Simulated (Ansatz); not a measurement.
# GeF₂ (SMILES [F][Ge][F]): a rigid scan of the angle F1–Ge2–F3

One table from this session's results is given with a row withheld; the runs are named, their logs left out.

The runs use Ansatz 0.2.0, Gaussian basis; single points in def2-TZVPP.

Levels: PBE-D4, r2SCAN-D4, PBE0-D4, B3LYP-D4, wB97M-V, Hartree-Fock, MP2, CCSD, CCSD(T). The scan takes 79.2, 83.7, 88.2, 92.7, 97.2, 101.7, 106.2, 110.7, 115.2°.

Cores are frozen in the correlated methods. Filled d shells of the heavier atoms are correlated. B3LYP uses VWN-RPA correlation.

28 further runs of the same task are left out: 28 set aside as unsound or not needed.

## The starting structure

The minimum, relaxed at PBE0-D4: SMILES `[F][Ge][F]`, 3 atoms, charge 0, spin multiplicity 1.

Atoms are counted from 1 here; the program's logs count them from 0.

Bond lengths: F1–Ge2 1.745 Å, Ge2–F3 1.745 Å. Angles: F1–Ge2–F3 97.2°.

Coordinates:

```xyz
3

F    -0.6759   -1.1018   -0.4975
Ge    0.6375   -0.2952    0.3202
F     0.0276    1.3321    0.1641
```

Energies of the minimum (eV), from earlier single points: PBE-D4 -61943.09492, r2SCAN-D4 -61954.07530, PBE0-D4 -61944.23582, B3LYP-D4 -61957.96765, wB97M-V -61952.35013, CCSD(T) -61910.37729.

At the minimum the angle F1–Ge2–F3 is 97.2°.

Set-up of the first run:

The input, ccsdt-tzvpp/in.yaml:

```yaml
crystal:
  periodic: [false, false, false]
  atoms:
    - {symbol: F, position_ang: [-0.853475, -0.585784, -0.538259]}
    - {symbol: Ge, position_ang: [0.637480, -0.295161, 0.320228]}
    - {symbol: F, position_ang: [0.027556, 1.332116, 0.164116]}
basis:
  gaussian: {orbitals: def2-TZVPP}
correlation: {method: ccsd_t}
```

No record of the launch command was kept for these runs.

Among the steps run: F1–Ge2–F3 = 79.2°; F1–Ge2–F3 = 83.7°; F1–Ge2–F3 = 88.2°; F1–Ge2–F3 = 92.7°; F1–Ge2–F3 = 97.2°; F1–Ge2–F3 = 101.7°; F1–Ge2–F3 = 106.2°; F1–Ge2–F3 = 110.7°; F1–Ge2–F3 = 115.2°.

One of the session's tables, all rows but one given; the rest of the session is left out.

It belongs to the step «The curves». Energies less that of the minimum at the same level (eV):

```
     angle (°)  PBE-D4  PBE0-D4  B3LYP-D4  wB97M-V  Hartree-Fock
          79.2   0.400    0.392     0.402    0.384         0.405
          83.7   0.209    0.201     0.208    0.194         0.199
          88.2   0.089    0.082     0.086    0.078         0.074
          92.7   0.023    0.019     0.021    0.017         0.012
          97.2   0.000    0.000     0.000    0.000         0.000
97.2 (minimum)   0.000    0.000     0.000    0.000         0.000
         101.7   0.012    0.017     0.015    0.020         0.030
         106.2       ?        ?         ?        ?             ?
         110.7   0.118    0.139     0.133    0.146         0.192
         115.2   0.204    0.235     0.227    0.245         0.315
```

Q: Estimate the row for angle (°) = 106.2 from the others.

Worked estimate for «PBE-D4». A straight line through the neighbours (101.7, 0.012) and (110.7, 0.118) gives 0.012 + (0.118 − 0.012) × (106.2 − 101.7) / (110.7 − 101.7) = 0.065; a parabola fitted to 4 rows on both sides gives 0.053.

As computed: PBE-D4: 0.052; PBE0-D4: 0.065; B3LYP-D4: 0.061; wB97M-V: 0.070; Hartree-Fock: 0.095. In «PBE-D4» the line misses by +0.013 and the parabola by +0.001.

Caveats from the session: A polynomial through the near points puts the CCSD(T) minimum 0.1° below the PBE0-D4 value.
